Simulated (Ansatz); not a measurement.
# AlGeH4Cl (SMILES [Cl][AlH][GeH3]): B2PLYP/def2-SVP

Aim: the vertical singlet–triplet gap of AlGeH4Cl at B2PLYP/def2-SVP, from 2 runs. 

The calculation is run with Ansatz 0.2.0.

66 further runs of the same task are left out: 66 set aside as unsound or not needed. Runs told in other sessions of the task aren't counted.

### 1 Starting point

AlGeH4Cl has 7 atoms, charge 0, and is taken as a singlet. As SMILES, `[Cl][AlH][GeH3]`. Geometry: relaxed at PBE0-D4/def2-TZVP.

Bond lengths: Cl1–Al2 2.102 Å, Al2–Ge3 2.467 Å, Al2–H4 1.580 Å, Ge3–H5 1.540 Å, Ge3–H6 1.540 Å, Ge3–H7 1.540 Å. Angles: Cl1–Al2–Ge3 116.8°, Cl1–Al2–H4 116.5°, Ge3–Al2–H4 126.7°, Al2–Ge3–H5 111.0°, Al2–Ge3–H6 111.0°, Al2–Ge3–H7 112.3°, H5–Ge3–H6 107.2°, H5–Ge3–H7 107.6°, H6–Ge3–H7 107.6°.

### 2 A single-point energy at B2PLYP/def2-SVP

Contents of run.yaml:

```yaml
crystal:
  periodic: [false, false, false]
  atoms:
    - {symbol: Cl, position_ang: [-2.499300, -1.527200, -0.126900]}
    - {symbol: Al, position_ang: [-0.425400, -1.314700, 0.144500]}
    - {symbol: Ge, position_ang: [0.501100, 0.959800, -0.093300]}
    - {symbol: H, position_ang: [0.379500, -2.632000, 0.480000]}
    - {symbol: H, position_ang: [0.225700, 1.522500, -1.499900]}
    - {symbol: H, position_ang: [-0.144000, 1.926400, 0.916800]}
    - {symbol: H, position_ang: [2.023700, 0.997300, 0.133100]}
basis:
  gaussian: {orbitals: def2-SVP}
hamiltonian: {xc: {name: B2PLYP}}
correlation: {frozen_orbitals: {Al: 5, Cl: 5, Ge: 9, H: 0}}
accuracy: high
output: {orbitals: {seedname: orbitals}}
```

Command:

```sh
$ ansatz run run.yaml --threads 1 --pin off --max-ram 2610MiB --events-out events.jsonl --progress --plain --runs-dir runs
```

The log of the run:

```text
Warning: RAYON_NUM_THREADS=1 ignored (pool sized by the plan → 1); use --threads N
Functional definition: B2PLYP
  name "B2PLYP"
  parameter a = 0.53
  parameter c = 0.27
  exchange = (1 - a)*b88_x + a*exact_x
  correlation = (1 - c)*lyp_c + c*(mp2_os + mp2_ss)
1768 factors; integrals over basis functions are off by at most 6.3e-9 eV
mean field evaluation 1: about -75669.1263 eV, gradient 1.5e1 eV
mean field evaluation 2: about -75669.2712 eV, gradient 1.5e1 eV
mean field evaluation 4: about -75669.8687 eV, gradient 1.1e0 eV
mean field evaluation 8: about -75669.8759 eV, gradient 1.3e-2 eV
mean field evaluation 16: about -75669.8759 eV, gradient 2.9e-6 eV
mean field -75669.87588897 eV, -2780.8166480357 hartree, gradient 3.3e-8 eV, S^2 0.000000; 0 other end points of the search recorded, 0 dependent functions left out
19 core orbitals not correlated: weight in the atoms' cores, before any rotation towards them, 1.000 or more for the frozen orbitals, at most 0.000 for the correlated occupied ones
reference -75669.87591611 eV, -2780.8166490330 hartree; 14, 14 occupied and 55, 55 virtual orbitals, 1768 factors
second order -14.29176342 eV of doubles, -0.00000000 eV of singles
Total energy: -75673.73469223 eV, -2780.9584564400 hartree
```

Wall time 16 s (1 thread of Arm Neoverse V1, shared host); peak memory 0.3 GiB.

### 3 The triplet

Contents of job.yaml:

```yaml
basis:
  gaussian:
    orbitals: def2-SVP
crystal:
  periodic: [false, false, false]
  atoms:
    - {symbol: Cl, position_ang: [-2.499300, -1.527200, -0.126900]}
    - {symbol: Al, position_ang: [-0.425400, -1.314700, 0.144500]}
    - {symbol: Ge, position_ang: [0.501100, 0.959800, -0.093300]}
    - {symbol: H, position_ang: [0.379500, -2.632000, 0.480000]}
    - {symbol: H, position_ang: [0.225700, 1.522500, -1.499900]}
    - {symbol: H, position_ang: [-0.144000, 1.926400, 0.916800]}
    - {symbol: H, position_ang: [2.023700, 0.997300, 0.133100]}
accuracy: high
correlation:
  frozen_orbitals: {Al: 5, Cl: 5, Ge: 9, H: 0}
magnetization:
  spin_polarized: true
  initial_magnetization: 2
hamiltonian:
  xc: {name: B2PLYP}
output:
  orbitals: {seedname: orbitals}
```

Command:

```sh
$ ansatz run job.yaml --threads 1 --pin off --max-ram 2610MiB --events-out events.jsonl --progress --plain --runs-dir runs
```

The log of the run:

```text
Warning: RAYON_NUM_THREADS=1 ignored (pool sized by the plan → 1); use --threads N
[... 6 set-up lines as earlier in the session ...]
1767 factors; integrals over basis functions are off by at most 6.3e-9 eV
mean field evaluation 1: about -75664.9454 eV, gradient 1.1e1 eV
mean field evaluation 2: about -75664.9765 eV, gradient 1.1e1 eV
mean field evaluation 4: about -75665.6020 eV, gradient 1.3e0 eV
mean field evaluation 8: about -75665.6271 eV, gradient 9.3e-2 eV
mean field evaluation 16: about -75665.6276 eV, gradient 1.6e-3 eV
mean field evaluation 32: about -75665.6276 eV, gradient 5.7e-8 eV
mean field -75665.62756953 eV, -2780.6605251758 hartree, gradient 5.7e-8 eV, S^2 2.005498; 0 other end points of the search recorded, 0 dependent functions left out
19 core orbitals not correlated: weight in the atoms' cores, before any rotation towards them, 1.000 or more for the frozen orbitals, at most 0.000 for the correlated occupied ones
reference -75665.62759646 eV, -2780.6605261654 hartree; 15, 13 occupied and 54, 56 virtual orbitals, 1767 factors
second order -14.18308437 eV of doubles, -0.00000000 eV of singles
Total energy: -75669.45702924 eV, -2780.8012552244 hartree
```

Run time: 25 s. Hardware: 1 thread of Arm Neoverse V1, shared host; peak memory 0.46 GiB.

### 4 Summary of results

Level: B2PLYP/def2-SVP, 19 core orbitals frozen.

| quantity | value |
| --- | --- |
| singlet: total energy | -2780.95846 Eh |
| singlet: HOMO energy (SCF part's orbitals) | -8.67 eV |
| singlet: LUMO energy (SCF part's orbitals) | -0.84 eV |
| singlet: HOMO–LUMO gap (SCF part's orbitals) | 7.83 eV |
| triplet: total energy | -2780.80126 Eh |
| triplet: HOMO energy (SCF part's orbitals) (highest over α and β) | -4.48 eV |
| triplet: ⟨S²⟩ | 2.005 |
| vertical energy of the triplet above the singlet | 4.278 eV |

What this shows: At this shape the triplet lies 4.28 eV (413 kJ/mol) above the singlet.
